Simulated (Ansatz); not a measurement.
Task: a convergence test of the k-point mesh of Rh, space group P6_3/mmc, with Ansatz 0.2.0, Python API. Give the script and its output. Use (first run): LDA, PAW, cutoff 470 eV, 3×3×2 k-points, Gaussian smearing of 0.1 eV. The script varies mesh: (3, 3, 2), (4, 4, 3), (6, 6, 3), (7, 7, 4), (9, 9, 5), (12, 12, 6).

```
Rh
1.0
     2.73098    0.00000    0.00000
    -1.36549    2.36510    0.00000
     0.00000    0.00000    4.42849
Rh
2
Direct
  0.66667 0.33333 0.75000
  0.33333 0.66667 0.25000
```

Script `kconv_rh.py`:
```python
import csv

import ansatz as az

SETTINGS = {
    'ecut': 470,
    'functional': 'lda',
    'occupations': 'gaussian',
}


def main() -> None:
    lattice = az.Lattice.of(
        (2.73098, 0.0, 0.0),
        (-1.36549, 2.3651, 0.0),
        (0.0, 0.0, 4.42849),
    )
    sites = [
        ('Rh', (2 / 3, 1 / 3, 0.75)),
        ('Rh', (1 / 3, 2 / 3, 0.25)),
    ]
    rh = az.Crystal(lattice=lattice)
    for symbol, position in sites:
        rh = rh.atom(symbol, position)

    job = (
        rh.calculation()
        .basis(SETTINGS['ecut'])
        .functional(SETTINGS['functional'])
        .occupations(SETTINGS['occupations'])
        .pseudopotentials('paw')
        .forces()
        .stress()
    )

    rows = []
    for value in [(3, 3, 2), (4, 4, 3), (6, 6, 3), (7, 7, 4), (9, 9, 5), (12, 12, 6)]:
        rep = job.kpoints(mesh=value).run(threads=1).report
        rows.append((value, rep['free_energy_ev'] / len(rep['lattice']['sites']), rep['n_iterations'], sum(rep['stress_gpa'][i][i] for i in range(3)) / 3, max(abs(f) for row in rep['forces_ev_ang'] for f in row), rep['n_kpoints']))

    with open('kconv.csv', 'w', newline='') as handle:
        writer = csv.writer(handle)
        writer.writerow(['mesh', 'F/atom (eV)', 'iterations', 'P (GPa)', 'max component (eV/A)', 'k-points'])
        writer.writerows([round(v, 5) if isinstance(v, float) else v for v in row] for row in rows)

    for row in rows[:-1]:
        shift = 1000 * (row[1] - rows[-1][1])
        print(f'{row[0]}: {shift:+.2f} meV/atom' + ('  (within 1 meV)' if abs(shift) < 1 else ''))


if __name__ == '__main__':
    main()
```

```console
$ python kconv_rh.py
(3, 3, 2): +544.00 meV/atom
(4, 4, 3): -190.87 meV/atom
(6, 6, 3): +17.95 meV/atom
(7, 7, 4): -34.84 meV/atom
(9, 9, 5): +2.57 meV/atom
```

`kconv.csv`, as written:
```csv
mesh,F/atom (eV),iterations,P (GPa),max component (eV/A),k-points
"(3, 3, 2)",-6278.00197,6,-10.11035,0.0,6
"(4, 4, 3)",-6278.73685,6,-22.27986,0.0,8
"(6, 6, 3)",-6278.52803,6,-19.15681,0.0,14
"(7, 7, 4)",-6278.58081,6,-20.30783,0.0,24
"(9, 9, 5)",-6278.5434,6,-19.46417,0.0,36
"(12, 12, 6)",-6278.54597,6,-19.53002,0.0,76
```

Spin is left out of this run. Forces vanish by symmetry here and test nothing. Pressure is positive in compression. At these settings the cell as given stands under about -20 GPa, so it isn't at this functional's equilibrium volume. This isn't the structure that Rh takes at ambient conditions. Shifts are counted from the finest mesh, which is itself no proven limit. Wall time of the script: 10 s on 1 thread of Arm Neoverse N1, with other jobs on the host, peak memory 0.37 GiB.
